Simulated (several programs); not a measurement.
# Many methods on one cell: Ba2TeS (ordering on rocksalt)

An ordered 4-atom cell of Ba2TeS on the rocksalt lattice (P4/mmm), relaxed with r2SCAN in Ansatz, was computed with several methods. Space group P4/mmm (No. 123), tetragonal; conventional cell a = 4.793 Å, c = 6.784 Å, 38.96 Å³ an atom. Around S lie 6 Ba at 3.39 Å; around Ba lie 4 Te at 3.39 Å and 2 S at 3.39 Å; around Te lie 6 Ba at 3.39 Å; around Ba lie 4 S at 3.39 Å and 2 Te at 3.39 Å. No spin polarisation and no zero-point or thermal motion; the cell was built from a prototype and may be hypothetical.

```
S Ba Te
1.0
     4.79268    0.00000    0.00000
     0.00000    4.79268    0.00000
     0.00000    0.00000    6.78397
S Ba Te
1 2 1
Cartesian
  0.0000 0.0000 0.0000
  0.0000 0.0000 3.3920
  2.3963 2.3963 0.0000
  2.3963 2.3963 3.3920
```

Gaps and times are for a single point on this cell; volume and bulk modulus come from each method's own relaxation or energy curve at fixed shape, which is too stiff where a cell has free coordinates or axes. Times are rough, from shared hosts (Arm Neoverse N1), and each method has its own mesh and cell size. A dagger marks a closed or tiny gap in a crystal that DFT finds insulating: a failure of the method or a wrong SCF state. A double dagger marks a value from a curve with shape and coordinates held. PM6 (MOPAC), PM7 (MOPAC), GFN2-xTB (tblite) treat a cluster of cells at its zone centre, which samples few k points: where these miss a band edge, the gap comes out too large for that reason alone. Gaps from k meshes are read at a limited set of points (mesh, symmetry points, PBE's band edges), so each method's own least gap may be somewhat smaller. xTB and the PM methods were fitted mostly to molecules, and can miss a solid's gap by electronvolts. Minimal bases can be far off for gaps. PBE/DZVP lies far from plane-wave PBE here, an effect of basis or sampling. Times of the plane-wave ladder aren't listed, since it ran on unlike processors and cards. GLLB-SC's gap includes the derivative discontinuity. G0W0 is at finite bands, cutoff and mesh. d marks a direct gap, i an indirect one (no mark: not told apart), a dash a value that wasn't computed or didn't pass its checks.

```tsv
method	kind	gap (eV)	own volume (Å³/atom)	bulk modulus (GPa)	atoms computed	processor time
PM7 (MOPAC)	semi-empirical	6.93	–	–	cluster	1.8 s
light PBE (260 eV and a coarse mesh)	light plane-wave	1.73 d	–	–	4	2.7 s
GFN2-xTB (tblite)	tight binding	0.00†	–	–	cluster	6.2 s
PBE/SZV (CP2K)	small basis	0.02†	–	–	4	13 s
PBE	semilocal	1.79 d	39.04	33‡	4	–
PM6 (MOPAC)	semi-empirical	2.54	–	–	cluster	17 s
PBE/DZVP (CP2K)	small basis	2.23 d	40.01‡	34‡	4	23 s
r2SCAN	semilocal	2.14 d	38.96	36‡	4	–
PBE+SOC	semilocal	1.55 d	–	–	4	–
GLLB-SC (GPAW)	model potential	3.51	–	–	4	100 s
PBE/single zeta (GPAW)	small basis	1.77 d	–	–	4	120 s
HSE06	hybrid	2.54 d	–	–	4	–
PBE0	hybrid	3.21 d	–	–	4	–
G0W0@PBE (140 eV screening cutoff)	many-body	2.86	–	–	4	–
```

Against HSE06 (2.54 eV) and with closed or daggered gaps left aside, the nearest gap at the points sampled is that of PM6 (MOPAC) (0.00 eV) and the farthest that of PM7 (MOPAC) (+4.39 eV). HSE06 is only a yardstick of convenience, and nearness to it can be luck.

Volumes against r2SCAN's: PBE +0.2 %.

Runs without a result: GFN1-xTB (tblite) (single point).

Only the rows marked +SOC include spin-orbit coupling.
